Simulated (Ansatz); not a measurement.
This script drives the Python package of Ansatz (0.2.0).

`mgcd3_mgcd3.extxyz`
```text
4
Lattice="0.0 3.540325 3.540325 3.540325 0.0 3.540325 3.540325 3.540325 0.0" Properties=species:S:1:pos:R:3 pbc="T T T"
Mg    3.54032500    3.54032500    3.54032500
Cd    0.00000000    0.00000000    0.00000000
Cd    1.77016250    1.77016250    1.77016250
Cd    5.31048750    5.31048750    5.31048750
```

Contents of `mgcd3_mg.xyz`:
```text
2
Lattice="3.2093 0.0 0.0 -1.60465 2.77933533 0.0 0.0 0.0 5.2103" Properties=species:S:1:pos:R:3 pbc="T T T"
Mg   -0.00000000    1.85289022    1.30257500
Mg    1.60465000    0.92644511    3.90772500
```

Input file `mgcd3_cd.extxyz`:
```text
2
Lattice="2.97887 0.0 0.0 -1.489435 2.57977709 0.0 0.0 0.0 5.61765" Properties=species:S:1:pos:R:3 pbc="T T T"
Cd   -0.00000000    1.71985140    1.40441250
Cd    1.48943500    0.85992570    4.21323750
```

`formation.py`
```python
# -*- coding: utf-8 -*-
"""Heat of formation of MgCd3 at zero temperature, after relaxing atoms and volume at fixed cell shape."""

from collections import Counter
from dataclasses import dataclass

import ansatz as az
import numpy as np


@dataclass
class Settings:
    xc: str = "LDA"
    kspacing: float = 0.16
    occupations: str = "cold"
    width_ev: float = 0.1


opts = Settings()


def solve(name, crystal):
    calc = (
        crystal.calculation()
        .functional(opts.xc)
        .basis(34 * az.Ry)
        .kpoints(spacing=opts.kspacing)
        .occupations(opts.occupations, width=opts.width_ev)
        .stress()
    )
    calc = calc.relax(force_tolerance=0.03, max_steps=60, fix_cell=["shape"])
    return calc.run(threads=1)


def counts(outcome):
    return Counter(site.symbol for site in outcome.lattice.sites)

def formation_energy(outcome, mu):
    n = counts(outcome)
    return (outcome.report["energy_sigma0_ev"] - sum(k * mu[element] for element, k in n.items())) / sum(n.values())


def volume_per_atom(outcome):
    return abs(np.linalg.det(outcome.lattice.cell_ang)) / len(outcome.lattice.sites)

phases = {}
mgcd3 = az.Crystal.from_extxyz("mgcd3_mgcd3.extxyz")
phases["MgCd3"] = mgcd3
mg = az.Crystal.from_extxyz("mgcd3_mg.xyz")
phases["Mg"] = mg
cd = az.Crystal.from_extxyz("mgcd3_cd.extxyz")
phases["Cd"] = cd

done = {}
for name, crystal in phases.items():
    done[name] = solve(name, crystal)
    print(f"{name}: {done[name].report['energy_sigma0_ev']:.4f} eV, {len(done[name].lattice.sites)} atoms")

# energy of one atom in its reference phase
references = {"Mg": "Mg", "Cd": "Cd"}
mu = {element: done[name].report["energy_sigma0_ev"] / len(done[name].lattice.sites) for element, name in references.items()}

target = done["MgCd3"]
heat = formation_energy(target, mu)
n = counts(target)
print("cell content:", dict(n), " volume", round(volume_per_atom(target), 3), "A^3/atom")
print("formation energy", round(heat, 4), "eV/atom,", round(heat * sum(n.values()), 4), "eV per cell")
print("bound against the elements" if heat < 0 else "unbound against the elements")
```

It is started by `python formation.py`. Estimate its wall time and peak memory on 1 thread of Arm Neoverse V1 (shared host).

It took about 83 s, with a peak of 0.5 GiB, for 3 runs of the engine.

```console
$ python formation.py
MgCd3: -26255.3860 eV, 4 atoms
Mg: -3803.2049 eV, 2 atoms
Cd: -16235.7747 eV, 2 atoms
cell content: {<Element.MG: 'Mg'>: 1, <Element.CD: 'Cd'>: 3}  volume 19.766 A^3/atom
formation energy -0.0304 eV/atom, -0.1215 eV per cell
bound against the elements
```

Absolute energies stand on the zero of these potentials, so only differences at equal settings mean something. Atoms and volume are relaxed with the cell's shape held, which in cells of lower than cubic symmetry can hide stresses and shift volumes. The cells come from databases of deposited and of computed structures, and not all need be stable phases. The compound is the structure given, not necessarily its lowest; energies are at zero temperature, with no correction for gases. A semilocal functional's error on such energies is often 0.05 to 0.1 eV an atom, and 0.1 to 0.3 eV against gases such as O2 or F2.
